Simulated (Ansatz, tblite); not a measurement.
# C12H8S5: a ladder of methods and basis sets

The task here is to estimate one member of a computed series from the others.

Computed with Ansatz 0.2.0, Gaussian basis. Level: as each input shows.

The runs, in order: GFN1-xTB, GFN2-xTB, PBE-D4/def2-TZVP, r2SCAN-D4/def2-TZVP, ωB97X-V/def2-TZVP, r2SCAN0-D4/def2-TZVP, ωB97M-V/def2-TZVP, PBE+5HF/def2-SVP, PBE+10HF/def2-SVP, PBE+15HF/def2-SVP, PBE+35HF/def2-SVP, PBE+50HF/def2-SVP, PBE-D4/def2-SVP, PBE0-D4/def2-SVP, HF/6-31G, B3LYP-D4/6-31G, CCSD(T)/def2-SVP, MP2/def2-TZVP, RPA/def2-TZVP.

### The structure

The singlet was relaxed beforehand with PBE-D4/def2-SVP.

SMILES `Sc1ccc(-c2ccc(-c3ccc(S)s3)s2)s1`, 25 atoms, charge 0, spin multiplicity 1.

Bond lengths: S1–C2 1.764 Å, S1–H18 1.362 Å, C2–C3 1.389 Å, C2–S17 1.746 Å, C3–C4 1.421 Å, C3–H19 1.099 Å, C4–C5 1.392 Å, C4–H20 1.099 Å, C5–C6 1.442 Å, C5–S17 1.759 Å, C6–C7 1.395 Å, C6–S16 1.754 Å, C7–C8 1.416 Å, C7–H21 1.099 Å, C8–C9 1.396 Å, C8–H22 1.099 Å, C9–C10 1.442 Å, C9–S16 1.754 Å and more. Angles: C2–S1–H18 94.7°, S1–C2–C3 130.2°, S1–C2–S17 118.5°, C3–C2–S17 111.3°, C2–C3–C4 112.7°, C2–C3–H19 123.2°, C4–C3–H19 124.1°, C3–C4–C5 113.9°, C3–C4–H20 123.6°, C5–C4–H20 122.5°, C4–C5–C6 129.7°, C4–C5–S17 110.0°, C6–C5–S17 120.3°, C5–C6–C7 129.4°, C5–C6–S16 120.4°, C7–C6–S16 110.2°, C6–C7–C8 113.6°, C6–C7–H21 122.6° and more.

PBE0-D4/def2-TZVP was run before; its log isn't repeated, and its numbers join the tables.

Set-up of the first run:

Tight binding, by tblite at 300 K electronic temperature and without a spin-polarisation term:

```python
tblite.interface.Calculator('GFN1-xTB', numbers, positions, charge=0, uhf=0).singlepoint()
```

Tight binding, by tblite at 300 K electronic temperature and without a spin-polarisation term:

```python
tblite.interface.Calculator('GFN2-xTB', numbers, positions, charge=0, uhf=0).singlepoint()
```

start.molden holds the orbitals of an earlier run on this state, given as this run's starting guess.

in.yaml

```yaml
crystal:
  periodic: [false, false, false]
  atoms:
    - {symbol: S, position_ang: [-6.333110, 1.085127, -2.398831]}
    - {symbol: C, position_ang: [-4.885055, 0.564996, -1.536982]}
    - {symbol: C, position_ang: [-4.741549, -0.325615, -0.480555]}
    - {symbol: C, position_ang: [-3.390008, -0.473763, -0.066915]}
    - {symbol: C, position_ang: [-2.488917, 0.297378, -0.796404]}
    - {symbol: C, position_ang: [-1.057086, 0.409221, -0.667557]}
    - {symbol: C, position_ang: [-0.158792, 1.183534, -1.403030]}
    - {symbol: C, position_ang: [1.186749, 1.036318, -0.988668]}
    - {symbol: C, position_ang: [1.349829, 0.145785, 0.073450]}
    - {symbol: C, position_ang: [2.555327, -0.253938, 0.755864]}
    - {symbol: C, position_ang: [2.726861, -1.141245, 1.816008]}
    - {symbol: C, position_ang: [4.077159, -1.289861, 2.233252]}
    - {symbol: C, position_ang: [4.956428, -0.510945, 1.492425]}
    - {symbol: S, position_ang: [6.702534, -0.429657, 1.715968]}
    - {symbol: S, position_ang: [4.112284, 0.406816, 0.272640]}
    - {symbol: S, position_ang: [-0.202624, -0.511393, 0.556330]}
    - {symbol: S, position_ang: [-3.343381, 1.224070, -2.023113]}
    - {symbol: H, position_ang: [-7.182649, 0.315590, -1.663874]}
    - {symbol: H, position_ang: [-5.587451, -0.854498, -0.020544]}
    - {symbol: H, position_ang: [-3.073505, -1.133580, 0.753315]}
    - {symbol: H, position_ang: [-0.478666, 1.840962, -2.223690]}
    - {symbol: H, position_ang: [2.031297, 1.566501, -1.450980]}
    - {symbol: H, position_ang: [1.884451, -1.673748, 2.279748]}
    - {symbol: H, position_ang: [4.400428, -1.946031, 3.052543]}
    - {symbol: H, position_ang: [6.939468, 0.467958, 0.719599]}
basis:
  gaussian: {orbitals: def2-TZVP, fitting: {mean_field: def2-universal-jkfit}, initial_orbitals: start.molden}
hamiltonian: {xc: pbe, dispersion: d4}
scf: {omitted_lower_state_checks: [starts]}
output: {forces: true, orbitals: {seedname: orbitals}}
```

Started as:

```console
$ ansatz run in.yaml --threads 2 --pin off --events-out ev --progress --plain --max-ram 32768MiB --backend cuda --devices 0, --max-vram 18GiB
```

Among the steps run: PBE-D4/def2-TZVP; r2SCAN-D4/def2-TZVP; ωB97X-V/def2-TZVP; r2SCAN0-D4/def2-TZVP; ωB97M-V/def2-TZVP; PBE+5HF/def2-SVP; PBE+10HF/def2-SVP; PBE+15HF/def2-SVP; PBE+35HF/def2-SVP; PBE+50HF/def2-SVP; PBE-D4/def2-SVP; PBE0-D4/def2-SVP; HF/6-31G; B3LYP-D4/6-31G; CCSD(T)/def2-SVP; MP2/def2-TZVP; RPA/def2-TZVP.

One of the session's tables, all rows but one given; the rest of the session is left out.

It belongs to the step «Binding energy». 

```
              method  binding an atom (eV)
            HF/6-31G                 2.942
         HF/def2-SVP                 3.389
        HF/def2-TZVP                 3.329
     PBE-D4/def2-SVP                 5.109
    PBE-D4/def2-TZVP                 5.056
 r2SCAN-D4/def2-TZVP                 4.869
      B3LYP-D4/6-31G                 4.512
    PBE0-D4/def2-SVP                 4.965
   PBE0-D4/def2-TZVP                 4.916
r2SCAN0-D4/def2-TZVP                 4.758
   ωB97X-V/def2-TZVP                 4.805
   ωB97M-V/def2-TZVP                 4.816
        MP2/def2-SVP                     ?
       MP2/def2-TZVP                 4.823
       CCSD/def2-SVP                 4.458
    CCSD(T)/def2-SVP                 4.561
```

Q: Estimate the row for MP2/def2-SVP from the others.

As computed: binding an atom (eV): 4.718. In the column «binding an atom (eV)» it lies between CCSD(T)/def2-SVP (4.561) and r2SCAN0-D4/def2-TZVP (4.758).

Caveats from the session: Free atoms were run apart at each level; binding is atoms less cluster, divided by the number of atoms, without zero-point or spin-orbit terms.
